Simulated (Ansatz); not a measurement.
Here is an Ansatz input file for C₂H₇BN₂, SMILES C=CB(N)N. Write the same calculation for the Python package.

```yaml
crystal:
  periodic: [false, false, false]
  atoms:
    - { symbol: C, position_ang: [2.0896, -0.1349, -0.2775] }
    - { symbol: C, position_ang: [1.1009, 0.3146, 0.4998] }
    - { symbol: B, position_ang: [-0.4068, 0.2574, 0.06] }
    - { symbol: "N", position_ang: [-1.4745, 0.6439, 1.0751] }
    - { symbol: "N", position_ang: [-0.8024, -0.5245, -1.1881] }
    - { symbol: H, position_ang: [1.8947, -0.564, -1.256] }
    - { symbol: H, position_ang: [3.117, -0.0731, 0.0665] }
    - { symbol: H, position_ang: [1.3404, 0.7407, 1.4689] }
    - { symbol: H, position_ang: [-2.2624, 1.0839, 0.5489] }
    - { symbol: H, position_ang: [-1.8402, -0.2432, 1.4882] }
    - { symbol: H, position_ang: [-1.622, -0.0384, -1.6159] }
    - { symbol: H, position_ang: [-1.1343, -1.4624, -0.8698] }
basis:
  gaussian: { orbitals: def2-SVP }
hamiltonian:
  xc: r2scan
output:
  forces: true
```

Launched from the shell:
```console
$ ansatz run input.yaml --threads 1 --pin off --max-ram 4096MiB --backend cpu --events-out ev --progress --plain --runs-dir out
Engine: ansatz 0.2.0, x86_64-unknown-linux-gnu
Functional definition: r2SCAN
  parameter k0 = 0.174
  parameter k1 = 0.065
  parameter a1 = 4.9479
  exchange = r2scan_x(k0 = k0, k1 = k1, a1 = a1)
  correlation = r2scan_c
1220 factors; their error is unknown
mean field evaluation 1: about -5823.1971 eV, gradient 7.8e1 eV
mean field evaluation 2: about -5787.4685 eV, gradient 1.2e2 eV
mean field evaluation 4: about -5836.2923 eV, gradient 1.2e1 eV
mean field evaluation 8: about -5836.6601 eV, gradient 8.9e-2 eV
mean field evaluation 16: about -5836.6101 eV, gradient 7.1e-5 eV
mean field -5836.61007149 eV, -214.4914639309 hartree, gradient 8.2e-6 eV, S^2 0.000000; 0 other end points of the search recorded, 0 dependent functions left out
the calculation of the forces begins
reference -5836.61008156 eV, -214.4914643009 hartree; 19, 19 occupied and 86, 86 virtual orbitals, 1220 factors
Total energy: -5836.61008156 eV, -214.4914643009 hartree
Atom 0 at     2.089600    -0.134900    -0.277500 Å, force     0.279917     0.014698     0.045219 eV/Å
Atom 1 at     1.100900     0.314600     0.499800 Å, force    -1.224468     0.215189    -0.356552 eV/Å
Atom 2 at    -0.406800     0.257400     0.060000 Å, force    -1.005075    -1.873580     0.738067 eV/Å
Atom 3 at    -1.474500     0.643900     1.075100 Å, force     0.307386     0.391319    -1.062654 eV/Å
Atom 4 at    -0.802400    -0.524500    -1.188100 Å, force    -0.045162     1.062006     0.381303 eV/Å
Atom 5 at     1.894700    -0.564000    -1.256000 Å, force    -0.103939    -0.106692    -0.328494 eV/Å
Atom 6 at     3.117000    -0.073100     0.066500 Å, force     0.493948    -0.110088    -0.039602 eV/Å
Atom 7 at     1.340400     0.740700     1.468900 Å, force     0.129571     0.188509     0.389886 eV/Å
Atom 8 at    -2.262400     1.083900     0.548900 Å, force     0.316162    -0.683584     0.588959 eV/Å
Atom 9 at    -1.840200    -0.243200     1.488200 Å, force     0.203837     0.829723    -0.352989 eV/Å
Atom 10 at    -1.622000    -0.038400    -1.615900 Å, force     0.432371    -0.767658     0.371913 eV/Å
Atom 11 at    -1.134300    -1.462400    -0.869800 Å, force     0.215451     0.840157    -0.375056 eV/Å
Dipole moment:    -0.284475    -0.193165    -0.073137 e Å
```

Script `c2h7bn2.py`:
```python
"""C2H7BN2 through the session interface."""

import ansatz as az
import numpy as np

deck = {
    "crystal": {
        "periodic": [False, False, False],
        "atoms": [
            {"symbol": "C", "position_ang": [2.0896, -0.1349, -0.2775]},
            {"symbol": "C", "position_ang": [1.1009, 0.3146, 0.4998]},
            {"symbol": "B", "position_ang": [-0.4068, 0.2574, 0.06]},
            {"symbol": "N", "position_ang": [-1.4745, 0.6439, 1.0751]},
            {"symbol": "N", "position_ang": [-0.8024, -0.5245, -1.1881]},
            {"symbol": "H", "position_ang": [1.8947, -0.564, -1.256]},
            {"symbol": "H", "position_ang": [3.117, -0.0731, 0.0665]},
            {"symbol": "H", "position_ang": [1.3404, 0.7407, 1.4689]},
            {"symbol": "H", "position_ang": [-2.2624, 1.0839, 0.5489]},
            {"symbol": "H", "position_ang": [-1.8402, -0.2432, 1.4882]},
            {"symbol": "H", "position_ang": [-1.622, -0.0384, -1.6159]},
            {"symbol": "H", "position_ang": [-1.1343, -1.4624, -0.8698]},
        ],
    },
    "basis": {"gaussian": {"orbitals": "def2-SVP"}},
    "hamiltonian": {"xc": "r2scan"},
    "output": {"forces": True},
}
session = az.Session.from_dict(deck)
rep = session.plan(threads=1).execute().report

for key in ("converged", "free_energy_ev", "reference_energy_ev", "n_frozen", "n_occupied", "n_virtual"):
    print(f"{key:22s} {rep[key]}")
symbols = ["C", "C", "B", "N", "N", "H", "H", "H", "H", "H", "H", "H"]

forces = np.array(rep["forces_ev_ang"])
print("largest force", round(float(np.linalg.norm(forces, axis=1).max()), 4), "eV/A, rms", round(float(np.sqrt((forces ** 2).mean())), 4))
charges = rep["charge_distribution"]
print("dipole moment", round(4.803205 * float(np.linalg.norm(charges["dipole_moment_e_ang"])), 3), "D")
print("Mulliken:", [(s, round(q, 3)) for s, q in zip(symbols, charges["mulliken_charges_e"])])
```

```console
$ python c2h7bn2.py
converged              True
free_energy_ev         -5836.610081558966
reference_energy_ev    -5836.610081558966
n_frozen               0
n_occupied             [19, 19]
n_virtual              [86, 86]
largest force 2.2506 eV/A, rms 0.6155
dipole moment 1.689 D
Mulliken: [('C', -0.02), ('C', -0.081), ('B', -0.074), ('N', -0.225), ('N', -0.236), ('H', 0.067), ('H', 0.045), ('H', 0.041), ('H', 0.112), ('H', 0.128), ('H', 0.114), ('H', 0.129)]
```

Total energies depend on the basis set; only differences at equal settings carry meaning. The geometry is a force-field or estimated start, not a minimum of this method, and the basis set is short of its limit. Wall time of the script: 6.5 s on 1 thread of AMD EPYC 7R43 64-Core Processor (Zen 3), on a shared host, peak memory 0.21 GiB.

(Lines on the test bed's own set-up are left out of the output.)
